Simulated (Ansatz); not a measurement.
# CH3AlBNO: small, medium and large basis sets

The task here is to estimate one member of a computed series from the others.

Method: one geometry, several basis sets; program: Ansatz 0.2.0, Gaussian basis.

The runs, in order: PBE0-D4/def2-SVP; ωB97M-V/def2-SVP; PBE0-D4/def2-QZVPP; ωB97M-V/def2-QZVPP; the functionals' def2-TZVPP values are taken from earlier runs.

### The geometry

An earlier PBE0-D4 in a triple-zeta def2 set relaxation fixed the geometry.

SMILES `N=[C]1B[O][AlH]1`, 8 atoms, charge 0, spin multiplicity 1.

Atoms are counted from 1 here; the program's logs count them from 0.

Bond lengths: N1–C2 1.264 Å, N1–H6 1.023 Å, C2–B3 1.608 Å, C2–Al5 1.991 Å, B3–O4 1.360 Å, B3–H7 1.197 Å, O4–Al5 1.764 Å, Al5–H8 1.585 Å. Angles: C2–N1–H6 112.6°, N1–C2–B3 129.3°, N1–C2–Al5 151.0°, B3–C2–Al5 79.7°, C2–B3–O4 106.5°, C2–B3–H7 129.7°, O4–B3–H7 123.8°, B3–O4–Al5 95.3°, C2–Al5–O4 78.5°, C2–Al5–H8 156.8°, O4–Al5–H8 124.6°.

The first run:

Contents of in.yaml:

```yaml
crystal:
  periodic: [false, false, false]
  atoms:
    - {symbol: N, position_ang: [-0.511075, 1.884679, -0.129020]}
    - {symbol: C, position_ang: [-0.193665, 0.663953, -0.041669]}
    - {symbol: B, position_ang: [1.162558, -0.070249, -0.498647]}
    - {symbol: O, position_ang: [1.012031, -1.386221, -0.189076]}
    - {symbol: Al, position_ang: [-0.607927, -1.210382, 0.486787]}
    - {symbol: H, position_ang: [-1.444217, 2.075607, 0.243603]}
    - {symbol: H, position_ang: [2.143399, 0.384643, -1.011729]}
    - {symbol: H, position_ang: [-1.468904, -2.399129, 1.083852]}
basis:
  gaussian: {orbitals: def2-SVP}
hamiltonian: {xc: pbe0, dispersion: d4}
output: {orbitals: {seedname: orbitals}}
```

Started as:

```bash
$ ansatz run in.yaml --threads 2 --pin off --events-out ev --progress --plain --max-ram 4352MiB
```

Among the steps run: PBE0-D4 in def2-SVP; ωB97M-V in def2-SVP; PBE0-D4 in def2-QZVPP; ωB97M-V in def2-QZVPP.

One of the session's tables, all rows but one given; the rest of the session is left out.

It belongs to the step «Density functionals: the series». 

| functional | basis | HOMO (eV) | LUMO (eV) |
| --- | --- | --- | --- |
| PBE0-D4 | def2-SVP | -6.09 | -2.05 |
| PBE0-D4 | def2-TZVPP | -6.22 | -2.20 |
| PBE0-D4 | def2-QZVPP | -6.25 | -2.24 |
| ωB97M-V | def2-SVP | ? | ? |
| ωB97M-V | def2-TZVPP | -8.35 | -0.25 |
| ωB97M-V | def2-QZVPP | -8.38 | -0.37 |

**Question.** Estimate the row for ωB97M-V, def2-SVP.

As computed: HOMO (eV): -8.18; LUMO (eV): -0.06. In the column «HOMO (eV)» it lies between ωB97M-V, def2-TZVPP (-8.35) and PBE0-D4, def2-QZVPP (-6.25).
